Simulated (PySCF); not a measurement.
**The bond of SbCl, level by level**

An exercise on one series of results from a longer session: the logs are not shown, and one member is left open.

The runs use PySCF 2.14.0; Sb x2c-SVPall, Cl x2c-SVPall, spin-free X2C with a Gaussian nucleus.

The first run:

The job is set up so:

```json
{
 "atoms": "Sb, Cl",
 "charge": "0",
 "basis": "Sb x2c-SVPall, Cl x2c-SVPall",
 "Hamiltonian": "spin-free X2C with a Gaussian nucleus",
 "basis functions": "54",
 "electrons treated": "68",
 "masses in u": "120.9038, 34.9689",
 "levels": "PBE0, PBE, r²SCAN, M06-2X, B2PLYP, TPSSh, HSE06, HF, MP2, SCS-MP2, CCSD, CCSD(T)",
 "grid": "80 radial by 434 angular points",
 "occupations": "held fixed by the projection of orbital angular momentum",
 "dissociation limit": "Sb + Cl, each in its ground configuration",
 "starting distance in angstrom": "2.335",
 "values of 2S to try": "0, 2, 4"
}
```

On the command line:

```bash
> OMP_NUM_THREADS=1 python dia.py task.json out
```

Among the steps run: The job; PBE0 along the bond; Other states along the same grid; PBE (GGA); r²SCAN; M06-2X (hybrid meta-GGA); B2PLYP; TPSSh (hybrid meta-GGA); HSE06; UHF; Adding correlation.

One table of the session follows, with a row left open; its other results are not shown here.

Energy (eV) from each level's lowest point:

| R (Å) | UHF | UHF-MP2 | UHF-SCS-MP2 | UHF-CCSD | UHF-CCSD(T) |
| --- | --- | --- | --- | --- | --- |
| 2.046 | 1.319 | 1.256 | 1.298 | n/a | n/a |
| 2.141 | 0.595 | 0.552 | 0.582 | 0.589 | 0.600 |
| 2.236 | 0.196 | 0.172 | 0.190 | 0.194 | 0.201 |
| 2.308 | 0.050 | 0.039 | 0.048 | 0.050 | 0.053 |
| 2.379 | 0.000 | 0.000 | 0.000 | 0.000 | 0.000 |
| 2.450 | 0.022 | 0.032 | 0.023 | 0.020 | 0.017 |
| 2.546 | ? | ? | ? | ? | ? |
| 2.664 | 0.352 | 0.387 | 0.358 | 0.339 | 0.325 |
| 2.807 | 0.673 | 0.766 | 0.735 | 0.656 | 0.639 |
| 2.998 | 1.028 | 1.380 | 1.362 | n/a | n/a |

**Question.** Estimate the row for R (Å) = 2.546.

Worked estimate for «UHF». A straight line through the neighbours (2.450, 0.022) and (2.664, 0.352) gives 0.022 + (0.352 − 0.022) × (2.546 − 2.450) / (2.664 − 2.450) = 0.170; a parabola fitted to 4 rows on both sides gives 0.145.

The run gave: UHF: 0.131; UHF-MP2: 0.152; UHF-SCS-MP2: 0.133; UHF-CCSD: 0.126; UHF-CCSD(T): 0.117. In «UHF» the line misses by +0.039 and the parabola by +0.014.
